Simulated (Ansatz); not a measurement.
# Ge2P3: the cost of one run

Method: DFT r2SCAN, scalar-relativistic, plane waves, PAW, in Ansatz 0.2.0.

## (1) The structure to begin with

It takes space group P-3m1 (No. 164, trigonal). The conventional cell has a = 3.985 Å, b = 3.985 Å, c = 6.199 Å, α = 90.00°, β = 90.00°, γ = 120.00°. Around Ge (site symmetry 3m) lie 7 P at 2.40 to 2.76 Å. Around P (site symmetry -3m) lie 6 Ge at 2.76 Å. P (site symmetry 3m) has 4 Ge at 2.40 to 2.48 Å as nearest neighbours.

Coordinates:

```
CELL_PARAMETERS angstrom
3.98463 0.00000 0.00000
-1.99231 3.45079 0.00000
0.00000 0.00000 6.19943
ATOMIC_POSITIONS crystal
Ge 0.33333 0.66667 0.24500
Ge 0.66667 0.33333 0.75500
P 0.00000 0.00000 0.00000
P 0.33333 0.66667 0.64500
P 0.66667 0.33333 0.35500
```

(A quick probe on a coarse mesh, which set the mesh and smearing, is not shown.)

## (3) Coarse relaxation

The input, input.yaml:

```yaml
crystal:
  lattice:
    - [3.9846257524, 0.0, 0.0]
    - [-1.9923128762, 3.4507871262, 0.0]
    - [0.0, 0.0, 6.1994304219]
  atoms:
    - { symbol: Ge, position: [0.3333333333, 0.6666666667, 0.245] }
    - { symbol: Ge, position: [0.6666666667, 0.3333333333, 0.755] }
    - { symbol: P, position: [0.0, 0.0, 0.0] }
    - { symbol: P, position: [0.3333333333, 0.6666666667, 0.645] }
    - { symbol: P, position: [0.6666666667, 0.3333333333, 0.355] }
basis:
  ecutwfc: 500
kpoints:
  mp_grid: { grid: [6, 6, 4] }
hamiltonian:
  xc: r2scan
scf:
  occupations: { method: gaussian, width: 0.1 }
  lower_state_search: "off"
output:
  forces: true
  stress: true
  eigenvalues: true
relax:
  adjacent_minimum: "off"
  f_tol: 0.04
  max_steps: 70
  cell: { stress_tol: 0.4 }
```

Launch:

```sh
ansatz run input.yaml --threads 1 --pin off --max-ram 2560MiB --backend cpu --events-out ev --progress --plain --runs-dir out
```

What time and memory should one allow on 1 thread of an x86-64 CPU, shared host?

About 74 s, with a peak of 0.61 GiB.
